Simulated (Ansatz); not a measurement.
# SiH3Se+: single points off equilibrium

The task here is to estimate one member of a computed series from the others.

Computed with Ansatz 0.2.0, Gaussian basis. Level: single points in def2-TZVPP.

Correlated methods freeze the cores. Filled d shells of the heavier atoms are correlated.

## The starting structure

SMILES `[SiH2+][SeH]`, 5 atoms, charge 1, spin multiplicity 1.

Atoms are counted from 1 here; the program's logs count them from 0.

Bond lengths: Si1–Se2 2.215 Å, Si1–H3 1.651 Å, Si1–H4 1.428 Å, Se2–H5 1.531 Å. Angles: Se2–Si1–H3 122.4°, Se2–Si1–H4 125.3°, H3–Si1–H4 112.0°, Si1–Se2–H5 101.5°.

Geometry (Å):

```xyz
5

Si   -0.1431   -0.6419    0.0560
Se    1.2364    1.0898   -0.0214
H    -0.8571   -1.1430    1.4572
H    -0.4219   -1.5254   -1.0309
H     0.2672    2.2396   -0.3109
```

Set-up of the first run:

File run/in.yaml:

```yaml
crystal:
  periodic: [false, false, false]
  atoms:
    - {symbol: Si, position_ang: [-0.143100, -0.641900, 0.056000]}
    - {symbol: Se, position_ang: [1.236400, 1.089800, -0.021400]}
    - {symbol: H, position_ang: [-0.857100, -1.143000, 1.457200]}
    - {symbol: H, position_ang: [-0.421900, -1.525400, -1.030900]}
    - {symbol: H, position_ang: [0.267200, 2.239600, -0.310900]}
basis:
  gaussian: {orbitals: def2-TZVPP}
total_charge: 1
correlation: {method: ccsd_t}
output: {forces: true}
```

The command line of these runs was not kept.

Steps of the session up to this table: CCSD(T)/def2-TZVPP; PBE0-D4/def2-TZVPP; wB97M-V/def2-TZVPP; r2SCAN-D4/def2-TZVPP; PBE-D4/def2-TZVPP; r2SCAN0-D4/def2-TZVPP; HSE06-D4/def2-TZVPP.

One table of the session follows, with a row left open; its other results are not shown here.

```
    method  RMS force component (eV/Å)  angle to CCSD(T) forces (°)
   CCSD(T)                       1.078                    reference
   PBE0-D4                           ?                            ?
   wB97M-V                       1.087                          2.0
 r2SCAN-D4                       1.045                          4.5
    PBE-D4                       1.009                         10.4
r2SCAN0-D4                       1.086                          3.9
  HSE06-D4                       1.056                          4.3
```

Estimate the missing values for PBE0-D4.

**Answer.** RMS force component (eV/Å): 1.057; angle to CCSD(T) forces (°): 4.2. In the column «RMS force component (eV/Å)» it lies between HSE06-D4 (1.056) and CCSD(T) (1.078).
